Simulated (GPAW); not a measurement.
NiMoIrPdW:

```xyz
5
Lattice="2.7608 0.0000 0.0000 -1.3804 2.3909 0.0000 0.0000 0.0000 11.3405" Properties=species:S:1:pos:R:3 pbc="T T T"
Ni    0.0000    0.0000    8.0423
Mo    1.3804    0.7970    3.3369
Pd    1.3804    0.7970   10.1952
Ir    0.0000    0.0000    1.2025
W     1.3804    0.7970    6.0015
```

The cell was built by a generator and needn't be a form met in nature.

Base run:

| Property | Result |
| --- | --- |
| Program | GPAW 26.7.0 |
| Functional | PBE |
| Potentials or basis | GPAW PAW data sets (gpaw-data 1.2.1) |
| Cutoff | 600 eV |
| Basis | pw |
| k mesh | 8 × 8 × 2 |
| Occupations | fermi-dirac, width 0.05 eV |
| Spin | collinear spin, ferromagnetic start |
| Starting moments | [1.0, 1.0, 0.0, 0.6, 0.0] μB |

Its results: pressure -0.1 GPa; net moment 0.00 μB per cell; largest force 0.285 eV/Å.

**Question.** After a change of settings the same cell gave: pressure -8.9 GPa; net moment 0.22 μB per cell; site moments Ni +0.25; Mo -0.02; Pd +0.02; Ir -0.01; W +0.00 μB; largest force 0.188 eV/Å. Which change was it?
A. k mesh from 8 × 8 × 2 to 6 × 6 × 2; dispersion from none to D4
B. functional from PBE to SCAN
C. k mesh from 8 × 8 × 2 to 6 × 6 × 2

**Answer.** B.

Caveats: the stock nickel data set gives pressures a few GPa off other programs; the PAW data sets were made with another functional, which shifts forces and pressure a little (some runs).

Not every run made on this cell is shown here.
